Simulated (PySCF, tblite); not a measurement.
**C₂H₁₅NSi₄: geometry, infrared bands and NMR shifts**

Wanted: the infrared bands and NMR shifts of C₂H₁₅NSi₄ (`N[Si@H](C[SiH3])C[SiH2][SiH3]`), by calculation.

Programs: tblite 0.8.0 and PySCF 2.14.0, with density-fitted response routines of our own. Each step states its level of theory. These are calculated values for one molecule in the gas phase, unless marked as measured. Atoms are numbered from 0 throughout.

### Step 1. Starting geometry

22 atoms, charge 0, multiplicity 1; geometry from: force field or distance geometry start.

Bonds of the start (Å): N0–Si1 1.72, Si1–C2 1.84, C2–Si3 1.86, Si1–C4 1.84, C4–Si5 1.84, Si5–Si6 2.31, N0–H7 1.01, N0–H8 1.02, Si1–H9 1.49, C2–H10 1.10, C2–H11 1.10, Si3–H12 1.47, Si3–H13 1.49, Si3–H14 1.48, C4–H15 1.09, C4–H16 1.10, Si5–H17 1.49, Si5–H18 1.49, Si6–H19 1.48, Si6–H20 1.49, Si6–H21 1.49.

### Step 2. Geometry optimisation with GFN2-xTB

The job: settings as JSON, then the geometry in Å.

```
{"job": {"kind": "relax", "xc": "GFN2-xTB", "basis": "xTB"}, "charge": 0, "multiplicity": 1}
N      0.262000    -2.002700    -0.300000
Si    -0.511500    -0.507000     0.039500
C     -2.296600    -0.692700    -0.351800
Si    -3.199300     0.726800     0.431300
C      0.330300     0.815200    -0.922200
Si     1.854900     1.365500    -0.047800
Si     3.545600    -0.208000    -0.030800
H     -0.012800    -2.338500    -1.214000
H     -0.040900    -2.715100     0.366700
H     -0.333400    -0.347600     1.510700
H     -2.697700    -1.640900     0.024400
H     -2.464400    -0.691300    -1.437200
H     -2.711200     2.025000    -0.060800
H     -3.058300     0.685000     1.914700
H     -4.647500     0.636600     0.119200
H      0.562100     0.470800    -1.929600
H     -0.332600     1.682000    -1.042200
H      1.534900     1.828500     1.331500
H      2.369700     2.572500    -0.752700
H      3.757900    -0.763900    -1.386900
H      4.817100     0.432400     0.404900
H      3.261500    -1.313200     0.929300
```

Command:

```bash
> OMP_NUM_THREADS=1 python probes_run.py task.json out
```

One launch serves the whole session: the jobs run in the order shown.

The log of the run:

```text
step      E/eV     max force
  0    -591.49925    1.797
  1    -591.63364    0.730
  2    -591.67815    0.411
  3    -591.70385    0.391
  4    -591.72445    0.400
  5    -591.74892    0.335
  6    -591.77428    0.331
  7    -591.79641    0.381
  8    -591.81106    0.287
  9    -591.82092    0.208
 10    -591.82891    0.211
 11    -591.83776    0.297
 12    -591.84685    0.242
 13    -591.85377    0.187
 14    -591.85925    0.174
 15    -591.86474    0.227
 16    -591.87009    0.243
 17    -591.87419    0.159
 18    -591.87661    0.087
 19    -591.87832    0.117
 20    -591.88021    0.123
 21    -591.88208    0.094
 22    -591.88380    0.081
 23    -591.88555    0.093
 24    -591.88747    0.126
 25    -591.88916    0.108
 26    -591.89020    0.069
 27    -591.89072    0.062
 28    -591.89117    0.056
 29    -591.89183    0.089
 30    -591.89260    0.098
 31    -591.89331    0.078
 32    -591.89396    0.074
 33    -591.89469    0.100
 34    -591.89546    0.089
 35    -591.89609    0.060
 36    -591.89655    0.049
 37    -591.89696    0.049
 38    -591.89744    0.066
 39    -591.89794    0.056
 40    -591.89832    0.040
 41    -591.89857    0.036
 42    -591.89879    0.036
 43    -591.89910    0.049
 44    -591.89945    0.044
 45    -591.89977    0.036
 46    -591.90006    0.041
 47    -591.90038    0.043
 48    -591.90078    0.049
 49    -591.90127    0.047
 50    -591.90180    0.048
 51    -591.90223    0.051
 52    -591.90257    0.037
 53    -591.90288    0.038
 54    -591.90326    0.056
 55    -591.90362    0.083
 56    -591.90406    0.088
 57    -591.90444    0.066
 58    -591.90502    0.050
 59    -591.90529    0.047
 60    -591.90573    0.066
 61    -591.90592    0.051
 62    -591.90609    0.038
 63    -591.90633    0.037
 64    -591.90656    0.039
 65    -591.90669    0.039
 66    -591.90675    0.014
 67    -591.90678    0.013
 68    -591.90684    0.016
 69    -591.90691    0.019
 70    -591.90702    0.023
 71    -591.90710    0.019
 72    -591.90716    0.016
 73    -591.90721    0.017
 74    -591.90727    0.021
 75    -591.90738    0.035
 76    -591.90752    0.042
 77    -591.90768    0.036
 78    -591.90784    0.029
 79    -591.90799    0.023
 80    -591.90816    0.034
 81    -591.90835    0.040
 82    -591.90855    0.032
 83    -591.90878    0.036
 84    -591.90907    0.040
 85    -591.90948    0.065
 86    -591.91007    0.088
 87    -591.91069    0.085
 88    -591.91115    0.059
 89    -591.91139    0.035
 90    -591.91152    0.038
 91    -591.91171    0.067
 92    -591.91202    0.058
 93    -591.91248    0.045
 94    -591.91272    0.038
 95    -591.91284    0.025
 96    -591.91295    0.025
 97    -591.91310    0.032
 98    -591.91335    0.041
 99    -591.91368    0.038
100    -591.91397    0.024
101    -591.91414    0.028
102    -591.91423    0.030
103    -591.91433    0.034
104    -591.91449    0.025
105    -591.91475    0.028
106    -591.91498    0.033
107    -591.91516    0.029
108    -591.91532    0.026
109    -591.91549    0.028
110    -591.91574    0.036
111    -591.91606    0.033
112    -591.91630    0.028
113    -591.91643    0.023
114    -591.91653    0.023
115    -591.91666    0.029
116    -591.91687    0.030
117    -591.91707    0.028
118    -591.91719    0.054
119    -591.91729    0.017
120    -591.91739    0.019
121    -591.91748    0.040
122    -591.91762    0.057
123    -591.91780    0.059
124    -591.91794    0.041
125    -591.91808    0.023
126    -591.91824    0.020
127    -591.91838    0.019
128    -591.91849    0.026
129    -591.91862    0.035
130    -591.91880    0.036
131    -591.91902    0.030
132    -591.91920    0.028
133    -591.91930    0.018
134    -591.91939    0.018
135    -591.91945    0.019
136    -591.91956    0.023
137    -591.91967    0.023
138    -591.91977    0.020
139    -591.91984    0.017
140    -591.91988    0.014
141    -591.91993    0.015
142    -591.91999    0.017
143    -591.92007    0.025
144    -591.92017    0.030
145    -591.92032    0.034
146    -591.92052    0.038
147    -591.92074    0.038
148    -591.92091    0.028
149    -591.92102    0.021
150    -591.92111    0.020
151    -591.92120    0.020
152    -591.92129    0.023
153    -591.92138    0.021
154    -591.92146    0.022
155    -591.92155    0.020
156    -591.92163    0.019
157    -591.92169    0.014
158    -591.92173    0.011
159    -591.92177    0.013
160    -591.92181    0.014
161    -591.92187    0.017
162    -591.92198    0.021
163    -591.92213    0.028
164    -591.92228    0.028
165    -591.92241    0.021
166    -591.92251    0.020
167    -591.92260    0.018
168    -591.92272    0.023
169    -591.92289    0.034
170    -591.92311    0.040
171    -591.92332    0.076
172    -591.92361    0.050
173    -591.92397    0.034
174    -591.92412    0.029
175    -591.92433    0.028
176    -591.92451    0.041
177    -591.92477    0.053
178    -591.92511    0.056
179    -591.92548    0.041
180    -591.92568    0.037
181    -591.92593    0.051
182    -591.92614    0.035
183    -591.92640    0.029
184    -591.92652    0.025
185    -591.92665    0.022
186    -591.92676    0.024
187    -591.92685    0.024
188    -591.92698    0.022
189    -591.92712    0.025
190    -591.92723    0.025
191    -591.92733    0.020
192    -591.92742    0.017
193    -591.92749    0.018
194    -591.92755    0.014
195    -591.92760    0.012
196    -591.92764    0.012
197    -591.92768    0.014
198    -591.92772    0.015
199    -591.92775    0.012
200    -591.92779    0.015
201    -591.92782    0.015
202    -591.92786    0.019
203    -591.92791    0.022
204    -591.92796    0.019
205    -591.92801    0.014
206    -591.92806    0.017
207    -591.92812    0.021
208    -591.92820    0.018
209    -591.92828    0.022
210    -591.92836    0.024
211    -591.92845    0.024
212    -591.92856    0.029
213    -591.92870    0.028
214    -591.92883    0.023
215    -591.92894    0.022
216    -591.92902    0.025
217    -591.92910    0.021
218    -591.92927    0.026
219    -591.92937    0.026
220    -591.92949    0.017
221    -591.92955    0.014
222    -591.92960    0.011
223    -591.92965    0.012
224    -591.92970    0.012
225    -591.92973    0.011
226    -591.92976    0.010
227    -591.92978    0.009
```

It took 7.7 s on 1 thread of Intel Xeon at 2.50GHz, shared host; peak memory 0.18 GiB.

Along the way: (not every step is listed)

```tsv
step	energy from step 0 (eV)	largest force (eV/Å)
0	0.0000	1.7971
1	-0.1344	0.7299
2	-0.1789	0.4112
3	-0.2046	0.3914
4	-0.2252	0.3997
5	-0.2497	0.3346
6	-0.2750	0.3312
7	-0.2972	0.3808
8	-0.3118	0.2865
29	-0.3926	0.0889
50	-0.4026	0.0475
71	-0.4079	0.0187
92	-0.4128	0.0581
113	-0.4172	0.0226
134	-0.4201	0.0182
155	-0.4223	0.0199
176	-0.4253	0.0413
197	-0.4284	0.0145
218	-0.4300	0.0264
222	-0.4304	0.0114
223	-0.4304	0.0117
224	-0.4305	0.0116
225	-0.4305	0.0109
226	-0.4305	0.0099
227	-0.4305	0.0086
```

Close pairs (by a distance rule), those that changed most:

```tsv
bond	before (Å)	after (Å)	change (Å)
Si1–C2	1.837	1.910	+0.073
C4–Si5	1.842	1.901	+0.059
Si1–C4	1.839	1.896	+0.057
C2–Si3	1.856	1.896	+0.041
Si6–H21	1.491	1.464	-0.027
Si3–H13	1.491	1.465	-0.026
Si1–H9	1.490	1.468	-0.022
Si6–H20	1.489	1.469	-0.019
```

The final coordinates are the input of the step that follows.

### Step 3. Vibrational analysis with GFN2-xTB

The job: settings as JSON, then the geometry in Å.

```
{"job": {"kind": "ir", "xc": "GFN2-xTB", "basis": "xTB"}, "charge": 0, "multiplicity": 1}
N      0.483264    -1.828813     0.190811
Si    -0.571912    -0.474301     0.417414
C     -2.333651    -0.697772    -0.286405
Si    -3.535336     0.744700    -0.018523
C      0.286710     0.995908    -0.416244
Si     2.078559     1.296842     0.143289
Si     3.524291    -0.372280    -0.520685
H      0.844987    -2.016824    -0.730010
H      0.251646    -2.698660     0.641530
H     -0.645950    -0.315358     1.875388
H     -2.768407    -1.594522     0.157818
H     -2.270097    -0.899530    -1.357255
H     -3.073671     1.932675    -0.741721
H     -3.644153     1.049873     1.409996
H     -4.861894     0.376979    -0.529460
H      0.270146     0.862379    -1.498604
H     -0.303034     1.889801    -0.217615
H      2.070597     1.497051     1.600776
H      2.484692     2.604027    -0.415079
H      3.118368    -1.043416    -1.766214
H      4.867890     0.149631    -0.806076
H      3.716544    -1.439003     0.463275
```

The log of the run:

```text
mode    cm-1     km/mol
  1      17.0      0.26
  2      34.6      0.24
  3      57.7      0.84
  4      89.7      0.23
  5     100.6      0.12
  6     107.7      0.13
  7     120.9      1.17
  8     142.0      5.51
  9     188.7     21.48
 10     207.2      1.62
 11     224.3      1.79
 12     247.7      8.15
 13     371.5     50.12
 14     441.3     56.68
 15     465.4      7.41
 16     468.2      0.81
 17     490.6     22.97
 18     507.1    106.17
 19     518.5     38.19
 20     563.2      5.18
 21     594.9     20.01
 22     614.4    118.84
 23     659.1     40.06
 24     678.2    472.30
 25     699.3     42.72
 26     722.5    372.91
 27     733.4    315.92
 28     786.4    208.47
 29     789.7    384.04
 30     792.5     81.73
 31     799.3    154.53
 32     801.4    384.73
 33     811.6    117.47
 34     821.5     11.08
 35     829.0    300.19
 36     835.5    180.10
 37     846.1    158.52
 38     886.9    239.05
 39    1018.2      8.44
 40    1026.6      0.04
 41    1137.6     86.34
 42    1139.5    127.42
 43    1461.9      0.13
 44    1465.3      0.51
 45    1528.6     47.45
 46    2119.7    313.19
 47    2167.1     73.34
 48    2182.5    381.62
 49    2202.4    326.70
 50    2211.3    287.49
 51    2220.2    473.04
 52    2243.1    236.43
 53    2247.1    399.06
 54    2250.9    408.87
 55    2957.6     36.40
 56    2965.1     59.27
 57    2970.5     28.27
 58    2988.2     29.98
 59    3477.3      3.96
 60    3510.4      2.57
```

Run time: 4.2 s. Hardware: 1 thread of Intel Xeon at 2.50GHz, shared host; peak memory 0.19 GiB.

Which atoms move in the most intense modes:

```tsv
cm⁻¹	km/mol	atoms
678	472.3	C2 33 %, Si1 14 %, H18 14 %
722	372.9	H9 33 %, C2 19 %, H11 13 %
790	384.0	H18 15 %, H21 14 %, H19 13 %, H17 13 %
801	384.7	H14 25 %, H12 23 %, H13 12 %
2182	381.6	H17 59 %, H19 25 %
2220	473.0	H14 88 %
2247	399.1	H21 90 %
2251	408.9	H13 90 %
```

### Step 4. Nuclear shieldings: PBE0/pcSseg-1

Settings changed since step 3:

```diff
@@ -1,2 +1,2 @@
-{"job": {"kind": "ir", "xc": "GFN2-xTB", "basis": "xTB"}, "charge": 0, "multiplicity": 1}
+{"job": {"kind": "nmr", "xc": "PBE0", "basis": "pcSseg-1"}, "charge": 0, "multiplicity": 1}
 N      0.483264    -1.828813     0.190811
```

With the program's defaults for keys left out, this is: GIAO PBE0/pcSseg-1 NMR shielding, non-relativistic, gas phase.

The log of the run:

```text
coarse grid: 19032 points
cycle   1  E = -1297.1658831748  dE =  7.535e-02  |g| = 5.815e-01  |ddm| = 4.095e+00
cycle   2  E = -1297.1243053952  dE =  4.158e-02  |g| = 7.079e-01  |ddm| = 1.105e+00
cycle   3  E = -1297.2441857164  dE = -1.199e-01  |g| = 5.593e-02  |ddm| = 6.953e-01
cycle   4  E = -1297.2448464245  dE = -6.607e-04  |g| = 2.410e-02  |ddm| = 8.125e-02
cycle   5  E = -1297.2449704974  dE = -1.241e-04  |g| = 7.313e-03  |ddm| = 2.663e-02
cycle   6  E = -1297.2449844239  dE = -1.393e-05  |g| = 1.336e-03  |ddm| = 9.829e-03
cycle   7  E = -1297.2449849018  dE = -4.779e-07  |g| = 2.101e-04  |ddm| = 1.888e-03
final grid: 161696 points
cycle   8  E = -1297.2797690863  dE = -2.377e-05  |g| = 7.594e-03  |ddm| = 2.400e-02
cycle   9  E = -1297.2797599732  dE =  9.113e-06  |g| = 9.814e-03  |ddm| = 1.471e-02
cycle  10  E = -1297.2797824132  dE = -2.244e-05  |g| = 4.643e-04  |ddm| = 8.503e-03
cycle  11  E = -1297.2797824471  dE = -3.391e-08  |g| = 2.149e-04  |ddm| = 6.564e-04
cycle  12  E = -1297.2797824577  dE = -1.058e-08  |g| = 4.959e-05  |ddm| = 2.287e-04
cycle  13  E = -1297.2797824583  dE = -6.189e-10  |g| = 1.156e-05  |ddm| = 6.846e-05
converged SCF energy = -1297.2797824583

GIAO shielding tensors (ppm)
atom      isotropic    diamagn.    paramagn.     s11        s22        s33       span
  0 N      239.508     320.019     -80.512    221.754    242.960    253.810     32.056
  1 Si     357.134     882.581    -525.447    315.398    362.942    393.063     77.666
  2 C      185.971     260.564     -74.593    179.677    180.993    197.244     17.567
  3 Si     427.834     879.304    -451.471    402.163    411.960    469.378     67.216
  4 C      193.386     261.755     -68.369    188.208    193.357    198.592     10.384
  5 Si     428.275     880.651    -452.377    401.258    410.473    473.092     71.834
  6 Si     464.625     879.698    -415.074    453.037    457.828    483.009     29.972
  7 H       31.643      34.886      -3.243     25.950     28.620     40.358     14.409
  8 H       31.344      32.239      -0.896     23.940     27.132     42.959     19.020
  9 H       26.931      32.289      -5.358     23.396     26.122     31.275      7.879
 10 H       31.769      31.661       0.108     26.404     29.971     38.931     12.527
 11 H       31.890      33.931      -2.041     27.593     30.332     37.745     10.152
 12 H       27.917      29.386      -1.469     23.839     27.660     32.253      8.414
 13 H       27.876      28.825      -0.949     24.424     26.242     32.963      8.540
 14 H       27.684      27.741      -0.057     23.921     25.211     33.921      9.999
 15 H       32.011      35.528      -3.517     27.509     30.755     37.769     10.259
 16 H       31.636      34.602      -2.966     24.686     30.595     39.628     14.942
 17 H       27.642      29.537      -1.895     24.040     25.970     32.917      8.876
 18 H       27.480      28.958      -1.478     23.156     25.590     33.695     10.539
 19 H       28.469      30.008      -1.539     24.858     27.820     32.728      7.870
 20 H       28.284      28.203       0.081     24.498     25.402     34.951     10.453
 21 H       28.061      28.914      -0.853     24.261     26.938     32.986      8.725
```

Run time: 1.9 min. Hardware: 1 thread of Intel Xeon at 2.50GHz, shared host; peak memory 0.97 GiB.

The references, computed at this level on geometries of the same kind, shield at (ppm): 1H TMS 31.72, 13C TMS 186.9, 29Si TMS 349.2, 15N NH3 267.7. Their shielding less the atom's gives the shift. The references are single molecules in the gas phase, so shifts against H2O, NH3, PH3, H3PO4 or CFCl3 are not on the usual liquid scales and can be off by tens of ppm. Atoms listed in one row are averaged.

```tsv
atoms	environment	σ (ppm)	δ (ppm)	δ scaled to CDCl3
C2	sp3 CH2 bonded to 2 Si	186.0	1.0	-1.0
C4	sp3 CH2 bonded to 2 Si	193.4	-6.5	-8.2
H9	hydrogen on a silicon bonded to 2 C, N	26.93	4.79	–
H18	hydrogen on a silicon bonded to C, Si	27.48	4.24	–
H17	hydrogen on a silicon bonded to C, Si	27.64	4.07	–
H12, H13, H14	hydrogen on a silicon bonded to C	27.83	3.89	–
H19, H20, H21	hydrogen on a silicon bonded to Si	28.27	3.45	–
H7, H8	hydrogen on a nitrogen bonded to Si	31.49	0.22	–
H16	hydrogen on an sp3 CH2 bonded to 2 Si	31.64	0.08	0.18
H10	hydrogen on an sp3 CH2 bonded to 2 Si	31.77	-0.05	0.06
H11	hydrogen on an sp3 CH2 bonded to 2 Si	31.89	-0.17	-0.06
H15	hydrogen on an sp3 CH2 bonded to 2 Si	32.01	-0.29	-0.17
N0	nitrogen bonded to Si, 2 H	239.5	28.2	–
Si1	silicon bonded to 2 C, N, H	357.1	-8.0	–
Si3	silicon bonded to C, 3 H	427.8	-78.7	–
Si5	silicon bonded to C, Si, 2 H	428.3	-79.1	–
Si6	silicon bonded to Si, 3 H	464.6	-115.5	–
```

The scaled column applies a straight-line fit of computed shieldings to shifts measured in CDCl3 (root-mean-square error 0.16 ppm for H, 1.9 ppm for C).

Charges from the same density, by scheme (e):

```tsv
atoms	Mulliken	IAO	Hirshfeld	ESP fit
N0	-0.63	-0.84	-0.31	-1.08
Si1	0.92	1.03	0.39	0.89
C2	-0.86	-0.85	-0.26	-0.75
Si3	0.48	0.60	0.31	0.51
C4	-0.86	-0.82	-0.25	-0.66
Si5	0.32	0.47	0.25	0.37
Si6	0.16	0.27	0.20	0.17
```

Mayer bond orders: N0–Si1 1.03, Si1–C2 0.87, C2–Si3 0.93, Si1–C4 0.90, C4–Si5 0.92, Si5–Si6 0.91.

### Step 5. Results

| quantity | value |
| --- | --- |
| strongest single infrared mode (GFN2-xTB) | 2220 cm⁻¹, 473 km/mol |
| zero-point energy (GFN2-xTB) | 95.1 kcal/mol |
| 13C shifts against TMS (PBE0/pcSseg-1) | 1.0, -6.5 ppm |
| 1H shifts against TMS (PBE0/pcSseg-1, means over atoms taken as alike) | 4.79, 4.24, 4.07, 3.89, 3.45, 0.22, 0.08, -0.05, -0.17, -0.29 ppm |
| 15N shifts against NH3 (PBE0/pcSseg-1) | 28.2 ppm |
| 29Si shifts against TMS (PBE0/pcSseg-1) | -8.0, -78.7, -79.1, -115.5 ppm |

What this shows: Relaxing lowered the energy by 0.431 eV in 227 steps; the close pair that moved most is Si1–C2, from 1.837 to 1.910 Å. No mode is imaginary among the 60: a minimum at this level. The strongest single mode, at 2220 cm⁻¹, moves mainly H14. GFN2-xTB is a fitted tight-binding method: band positions and strengths are rough. Its intensities can rank the bands wrongly. At PBE0/pcSseg-1: The largest span, 78 ppm, is at Si1, where the paramagnetic term is -525 ppm.
